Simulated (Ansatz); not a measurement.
Task: a projected density of states of Sr₂AlSbO₆, space group Fm-3m, with the Python package of Ansatz (0.2.0). Give the script and its output. Settings: PBEsol, PAW, cutoff 450 eV, 4×4×4 k-points, fixed occupations.

```yaml
crystal:
  lattice:
    - [0.00000, 3.92864, 3.92864]
    - [3.92864, 0.00000, 3.92864]
    - [3.92864, 3.92864, 0.00000]
  atoms:
    - { symbol: Sr, position: [0.25000, 0.25000, 0.25000] }
    - { symbol: Sr, position: [0.75000, 0.75000, 0.75000] }
    - { symbol: Al, position: [0.00000, 0.00000, 0.00000] }
    - { symbol: Sb, position: [0.50000, 0.50000, 0.50000] }
    - { symbol: O, position: [0.75392, 0.24608, 0.24608] }
    - { symbol: O, position: [0.24608, 0.75392, 0.75392] }
    - { symbol: O, position: [0.24608, 0.75392, 0.24608] }
    - { symbol: O, position: [0.75392, 0.24608, 0.75392] }
    - { symbol: O, position: [0.24608, 0.24608, 0.75392] }
    - { symbol: O, position: [0.75392, 0.75392, 0.24608] }
```

`pdos.py`:
```python
'''Which atoms and shells make the states of Sr2AlSbO6.'''

import warnings

import ansatz as az
import numpy as np

warnings.simplefilter('ignore', az.DeckWarning)

lattice = az.Lattice.of(
    (0.0, 3.928638, 3.928638),
    (3.928638, 0.0, 3.928638),
    (3.928638, 3.928638, 0.0),
)
sites = [
    ('Sr', (0.25, 0.25, 0.25)),
    ('Sr', (0.75, 0.75, 0.75)),
    ('Al', (0.0, 0.0, 0.0)),
    ('Sb', (0.5, 0.5, 0.5)),
    ('O', (0.753917, 0.246083, 0.246083)),
    ('O', (0.246083, 0.753917, 0.753917)),
    ('O', (0.246083, 0.753917, 0.246083)),
    ('O', (0.753917, 0.246083, 0.753917)),
    ('O', (0.246083, 0.246083, 0.753917)),
    ('O', (0.753917, 0.753917, 0.246083)),
]
sr2alsbo6 = az.Crystal(lattice=lattice)
for symbol, position in sites:
    sr2alsbo6 = sr2alsbo6.atom(symbol, position)

calc = (
    sr2alsbo6.calculation()
    .occupations(az.OccupationsMethod.FIXED)
    .basis(450)
    .kpoints(4, 4, 4)
    .functional(az.Functional.PBESOL)
    .scf(extra_bands=26)
    .density_of_states(projected=True, energy_step=0.1)
)
done = calc.run()
rep = done.report

dos = done.density_of_states()
energy = np.asarray(dos.energies_ev) - dos.fermi_ev
curves = {}
for site in done.projected_density_of_states().sites:
    for shell in site.shells:
        weight = sum(np.sum(curve.g_bin_mean_per_ev, axis=0) for curve in shell.curves)
        name = f'{site.species} {shell.label}'
        curves[name] = curves.get(name, 0) + weight

print('E-EF   ' + ' '.join(f'{name:>8s}' for name in curves))
for e in np.arange(-10, 4 + 0.1, 1.0):
    print(f'{e:5.1f}  ' + ' '.join(f'{np.interp(e, energy, g):8.3f}' for g in curves.values()))
```

`python pdos.py` gives:
```text
E-EF      Sr 4S    Sr 5S    Sr 4P    Al 3S    Al 3P    Sb 5S    Sb 5P    Sb 4D     O 2S     O 2P
-10.0     0.000    0.000    0.000    0.000    0.000    0.000    0.000    0.000    0.000    0.000
 -9.0     0.000    0.000    0.000    0.048    0.016    0.217    0.004    0.000    0.067    0.390
 -8.0     0.000    0.000    0.000    0.001    0.002    0.031    0.000    0.000    0.018    0.048
 -7.0     0.000    0.000    0.000    0.000    0.000    0.000    0.000    0.000    0.000    0.000
 -6.0     0.002    0.000    0.009    0.154    0.085    0.021    0.277    0.002    0.042    1.421
 -5.0     0.000    0.001    0.031    0.009    0.364    0.005    0.858    0.002    0.125    3.756
 -4.0     0.000    0.008    0.002    0.025    0.015    0.004    0.004    0.003    0.019    0.332
 -3.0     0.038    0.300    0.074    0.039    0.174    0.010    0.136    0.019    0.279    6.382
 -2.0     0.009    0.038    0.044    0.018    0.047    0.017    0.046    0.022    0.109    8.796
 -1.0     0.002    0.002    0.062    0.001    0.043    0.000    0.073    0.008    0.060   12.931
  0.0     0.000    0.000    0.000    0.000    0.000    0.000    0.000    0.000    0.000    0.284
  1.0     0.000    0.000    0.000    0.000    0.000    0.000    0.000    0.000    0.000    0.000
  2.0     0.000    0.000    0.000    0.001    0.000    0.002    0.000    0.000    0.001    0.001
  3.0     0.001    0.002    0.000    0.034    0.010    0.108    0.002    0.000    0.047    0.088
  4.0     0.004    0.001    0.001    0.049    0.106    0.645    0.003    0.000    0.170    0.629
```

Reading the output:
- Semilocal gaps usually lie well under measured ones.
- Under fixed occupations the level called the Fermi level is the highest filled one on the SCF mesh; off the mesh a filled band can lie a little above it.
- The empty d shell of the heavier alkali and alkaline-earth atoms, which makes much of a conduction band, may have no channel.
- The crystal has a gap of about 1.86 eV on the mesh; bins of finite width blur the band edges.
- This cell is a computed structure, which may not be the phase found in nature.
- Curves are summed over the cell's atoms. Only shells that the potentials hold have channels, so projections don't add up to the total, least of all where a shell is missing (p of most metals); heights and places of peaks move with the mesh.
- The density of states is complete only as far up as bands were computed.
- Timing: 5.9 s on 1 thread of Arm Neoverse V1, on a shared host, peak memory 0.46 GiB.

(Lines on the test bed's own set-up are left out of the output.)
